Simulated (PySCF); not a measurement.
# C2H7BF2Si: the cost of one run

Computed with PySCF 2.14.0, with density-fitted response routines of our own, on a single molecule in the gas phase. Atoms are numbered from 0 throughout.

**1. The starting structure**

13 atoms, charge 0, multiplicity 1; geometry from: GFN2-xTB. The atoms were then displaced at random by about 0.01 Å, so the start is not that level's minimum.

Bonds of the start (Å): F0–B1 1.30, B1–F2 1.33, B1–C3 1.59, C3–C4 1.51, C4–Si5 1.91, C3–H6 1.09, C3–H7 1.11, C4–H8 1.07, C4–H9 1.09, Si5–H10 1.45, Si5–H11 1.48, Si5–H12 1.47.

**2. Relaxing the molecule at PBE0-D3(BJ)/def2-SVP**

What the job is given:

```
{"job": {"xc": "PBE0", "basis": "def2-SVP", "d3": "d3bj", "grid": 1, "shake": 0.01, "kind": "geom"}, "charge": 0, "multiplicity": 1}
F     -1.464240     1.644650    -0.579230
B     -1.719120     0.656010     0.230350
F     -2.726870     0.879780     1.065040
C     -0.888650    -0.698140     0.191350
C      0.367290    -0.672520    -0.641830
Si     1.702520     0.466720     0.117550
H     -0.693870    -1.029530     1.215140
H     -1.577860    -1.461040    -0.217390
H      0.131950    -0.323350    -1.621950
H      0.753900    -1.685020    -0.715930
H      2.877970     0.401680    -0.735560
H      2.046320    -0.043800     1.462590
H      1.196480     1.847670     0.219550
```

The run is started by

```bash
$ OMP_NUM_THREADS=1 python probes_run.py task.json out
```

One launch serves the whole session: the jobs run in the order shown.

Q: Estimate the wall time and peak memory of this first job on 1 thread of Arm Neoverse V1, shared host.

About 1.8 min, with a peak of 0.52 GiB.
